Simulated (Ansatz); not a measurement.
# CCSDTQ/STO-3G run of [SiF3]− (SMILES F[Si-](F)F)

What is the energy change on altering one bond length of [SiF3]− at CCSDTQ/STO-3G? 

Program for the calculation: Ansatz 0.2.0.

5 further runs of the same task are left out: 4 that didn't finish, 1 set aside as unsound or not needed.

### Step 1. The molecule

The species is [SiF3]− (4 atoms), meant as a singlet with charge -1. As SMILES, `F[Si-](F)F`. The shape is that of a GFN2-xTB optimisation.

Bond lengths: Si1–F2 1.693 Å, Si1–F3 1.696 Å, Si1–F4 1.697 Å. Angles: F2–Si1–F3 93.7°, F2–Si1–F4 93.6°, F3–Si1–F4 93.7°.

### Step 2. The energy at CCSDTQ/STO-3G

run.yaml reads:

```yaml
basis:
  gaussian:
    orbitals: STO-3G
crystal:
  periodic: [false, false, false]
  atoms:
    - {symbol: Si, position_ang: [-0.004470, 0.005770, 0.685050]}
    - {symbol: F, position_ang: [1.428310, -0.030960, -0.216950]}
    - {symbol: F, position_ang: [-0.687310, 1.250250, -0.242810]}
    - {symbol: F, position_ang: [-0.736530, -1.225060, -0.225300]}
total_charge: -1
magnetization:
  spin_polarized: false
  initial_magnetization: 0
correlation:
  method: ccsdtq
  frozen_orbitals: {F: 1, Si: 5}
accuracy: high
scf:
  omitted_lower_state_checks: [cluster_reference, increment]
```

Started as:

```console
$ ansatz run run.yaml --threads 1 --pin off --max-ram 2610MiB --events-out events.jsonl --progress --plain --runs-dir runs
```

The log of the run, cut to the lines that bear on the results:

```text
Warning: RAYON_NUM_THREADS=1 ignored (pool sized by the plan → 1); use --threads N
Functional definition: HF
  name "HF"
[...]
463 factors; integrals over basis functions are off by at most 4.2e-8 eV
[...]
mean field -15771.81017351 eV, -579.6033333597 hartree, gradient 4.7e-9 eV, S^2 0.000000; 0 other end points of the search recorded, 0 dependent functions left out
8 core orbitals not correlated: weight in the atoms' cores, before any rotation towards them, 1.000 or more for the frozen orbitals, at most 0.000 for the correlated occupied ones
reference -15771.81017351 eV, -579.6033333597 hartree; 13, 13 occupied and 3, 3 virtual orbitals, 463 factors
second order -1.64475656 eV of doubles, -0.00000000 eV of singles
cycle   1  -1.84000317 eV  change   -2.0e-1 eV  update   7.5e-2
[...]
cycle  22  -2.14925731 eV  change   7.0e-10 eV  update   2.8e-9
Total energy: -15773.95943082 eV, -579.6823171091 hartree
Checks for a lower state left out: cluster_reference, increment
```

It took 11 s on 1 thread of AMD EPYC 9R45 (Zen 5), shared host; peak memory 0.32 GiB.

### Step 3. The distorted shape at the same level

input.yaml reads:

```yaml
crystal:
  periodic: [false, false, false]
  atoms:
    - {symbol: Si, position_ang: [0.178558, 0.313499, 0.912654]}
    - {symbol: F, position_ang: [1.611338, 0.276769, 0.010654]}
    - {symbol: F, position_ang: [-0.504282, 1.557979, -0.015206]}
    - {symbol: F, position_ang: [-0.736530, -1.225060, -0.225300]}
basis:
  gaussian: {orbitals: STO-3G}
accuracy: high
correlation: {method: ccsdtq, frozen_orbitals: {F: 1, Si: 5}}
scf: {omitted_lower_state_checks: [cluster_reference, increment]}
total_charge: -1
```

Started as:

```console
$ ansatz run input.yaml --threads 1 --pin off --max-ram 2610MiB --events-out events.jsonl --progress --plain --runs-dir runs
```

The log of the run, cut to the lines that bear on the results:

```text
Warning: RAYON_NUM_THREADS=1 ignored (pool sized by the plan → 1); use --threads N
Functional definition: HF
  name "HF"
[...]
448 factors; integrals over basis functions are off by at most 3.8e-8 eV
[...]
mean field -15769.90704616 eV, -579.5333947193 hartree, gradient 2.3e-8 eV, S^2 0.000000; 0 other end points of the search recorded, 0 dependent functions left out
8 core orbitals not correlated: weight in the atoms' cores, before any rotation towards them, 1.000 or more for the frozen orbitals, at most 0.000 for the correlated occupied ones
reference -15769.90704616 eV, -579.5333947193 hartree; 13, 13 occupied and 3, 3 virtual orbitals, 448 factors
second order -1.98358406 eV of doubles, -0.00000000 eV of singles
cycle   1  -2.22069036 eV  change   -2.4e-1 eV  update   1.0e-1
[...]
cycle  33  -2.67722399 eV  change   6.7e-10 eV  update   1.4e-9
Total energy: -15772.58427015 eV, -579.6317808863 hartree
Checks for a lower state left out: cluster_reference, increment
```

Run time: 12 s. Hardware: 1 thread of AMD EPYC 9R45 (Zen 5), shared host; peak memory 0.33 GiB.

### Step 4. Results

Level: CCSDTQ/STO-3G, 8 core orbitals frozen.

```
                                                          quantity          value
                                         first shape: total energy  -579.68232 Eh
          first shape: correlation energy (8 core orbitals frozen)      -79.0 mEh
                                        first shape: T1 diagnostic          0.010
                                     distorted shape: total energy  -579.63178 Eh
      distorted shape: correlation energy (8 core orbitals frozen)      -98.4 mEh
                                    distorted shape: T1 diagnostic          0.015
energy change with the Si1–F4 bond stretched from 1.697 to 2.121 Å       1.375 eV
```

In words: With the Si1–F4 bond stretched from 1.697 to 2.121 Å the energy rises by 1.38 eV (32 kcal/mol). The first shape isn't relaxed at this level, so the change isn't measured from a minimum. The minimal basis adds a large error of its own.
